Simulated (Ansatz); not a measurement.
# F3H2NSi: the cost of one run

Method: RKS B3LYP-D4/6-31G, in Ansatz 0.2.0.

**1. The starting structure**

Bond lengths: Si1–N2 1.820 Å, N2–H3 1.060 Å, N2–H4 1.060 Å, Si1–F5 1.590 Å, Si1–F6 1.589 Å, Si1–F7 1.589 Å. Angles: Si1–N2–H3 120.0°, Si1–N2–H4 120.0°, H3–N2–H4 120.0°, N2–Si1–F5 109.5°, N2–Si1–F6 109.5°, N2–Si1–F7 109.5°, F5–Si1–F6 109.5°, F5–Si1–F7 109.5°, F6–Si1–F7 109.5°.

Structure file:

```xyz
7

Si    0.0000    0.0000    0.0000
N     0.0000    0.0000    1.8200
H    -0.8770   -0.2713    2.3500
H     0.8770    0.2713    2.3500
F     1.4994    0.0000   -0.5295
F    -0.7489    1.2974   -0.5295
F    -0.7489   -1.2974   -0.5295
```

**2. Preparing the start**

input.yaml reads:

```yaml
crystal:
  periodic: [false, false, false]
  atoms:
    - { symbol: Si, position_ang: [0.0, 0.0, 0.0] }
    - { symbol: "N", position_ang: [0.0, 0.0, 1.82] }
    - { symbol: H, position_ang: [-0.877, -0.2713, 2.35] }
    - { symbol: H, position_ang: [0.877, 0.2713, 2.35] }
    - { symbol: F, position_ang: [1.4994, 0.0, -0.5295] }
    - { symbol: F, position_ang: [-0.7489, 1.2974, -0.5295] }
    - { symbol: F, position_ang: [-0.7489, -1.2974, -0.5295] }
basis:
  gaussian: { orbitals: "6-31G" }
hamiltonian:
  xc: b3lyp
  dispersion: d4
relax:
  f_tol: 0.02
  max_steps: 40
output:
  orbitals: {}
```

Run with:

```
ansatz run input.yaml --threads 1 --pin off --max-ram 2048MiB --backend cpu --events-out ev --progress --plain --runs-dir out
```

**Question.** How long does this run take on 1 thread of Arm Neoverse V1, shared host, and how much memory does it need?

About 15 s, with a peak of 0.13 GiB.
